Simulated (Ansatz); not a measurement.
# Gd: convergence with LAPW's plane-wave cutoff

Aim: hold Gd and all else fixed and vary LAPW's plane-wave cutoff, to see how far energy and properties move.

Computed with Ansatz 0.2.0 (DFT, LDA, all-electron LAPW, scalar-relativistic, unless a step's input says otherwise).

1 further run of the same task is left out (it didn't finish).

## 1. The starting structure

It takes space group P6_3/mmc (No. 194, hexagonal). The conventional cell has a = 3.642 Å, b = 3.642 Å, c = 5.902 Å, α = 90.00°, β = 90.00°, γ = 120.00°. Gd (site symmetry -6m2) has 12 Gd at 3.62 to 3.64 Å as nearest neighbours.

Structure file:

```xyz
2
Lattice="3.6419 0.0000 0.0000 -1.8210 3.1540 0.0000 0.0000 0.0000 5.9017" Properties=species:S:1:pos:R:3 pbc="T T T"
Gd    0.0000    2.1027    1.4754
Gd    1.8210    1.0513    4.4263
```

Structure from a Materials Project entry, not relaxed further.

Atoms are numbered in the order of the input: Gd1, Gd2.

## 2. With plane-wave cutoff typed as 150 eV

File input.yaml:

```yaml
crystal:
  lattice:
    - [3.6419325892, 0.0, 0.0]
    - [-1.8209662946, 3.1540061411, 0.0]
    - [0.0, 0.0, 5.9017153]
  atoms:
    - { symbol: Gd, position: [0.3333333333, 0.6666666667, 0.25], spin: 7.0 }
    - { symbol: Gd, position: [0.6666666667, 0.3333333333, 0.75], spin: 7.0 }
magnetization:
  spin_polarized: true
kpoints:
  mp_grid: { grid: [12, 12, 6] }
scf:
  occupations: { method: fermi_dirac, width: 0.03 }
hamiltonian:
  xc: lda
  pseudopotentials: { kind: all_electron, lapw: { basis_error: 0.001 } }
output:
  forces: true
  stress: true
  eigenvalues: true
basis:
  ecutwfc: 150
```

## 3. With plane-wave cutoff typed as 260 eV

input.yaml, as its differences from that of step 2:

```diff
@@ -22,2 +22,2 @@
 basis:
-  ecutwfc: 150
+  ecutwfc: 260
```

## 4. With plane-wave cutoff typed as 320 eV

input.yaml, as its differences from that of step 3:

```diff
@@ -22,2 +22,2 @@
 basis:
-  ecutwfc: 260
+  ecutwfc: 320
```

## 5. With plane-wave cutoff typed as 400 eV

input.yaml, as its differences from that of step 4:

```diff
@@ -22,2 +22,2 @@
 basis:
-  ecutwfc: 320
+  ecutwfc: 400
```

(Steps that only read results are left out.)

**Question.** What will these runs give? Wanted: energy error of the loosest run; pressure, lowest to highest; largest moment, in all runs.

As calculated:

| quantity | value |
| --- | --- |
| energy error of the loosest run (LAPW) | 0.1 meV/atom |
| within 1 meV/atom from | cutoff 150 eV |
| pressure, lowest to highest (LAPW) | -4.38 to -4.37 GPa |
| largest moment, in all runs (LAPW) | 7.44 μB |

**Reading.** At the loosest setting in the table the energy misses the tightest run by 0.1 meV/atom; all lie within 1 meV/atom of it. The energy falls at every step, as a growing basis should make it. The pressure spans under 0.01 GPa (LAPW). The tightest run took 4.1 min against 77 s for the loosest. No U acts on the open f shell, so these are results of the method and may differ from the real material's. The magnetic state is the one reached from the start moments in this cell; it needn't be the ground state. Spin-orbit coupling is left out, though the cell holds Gd; in elements this heavy it can shift bands and gaps by tenths of an eV.
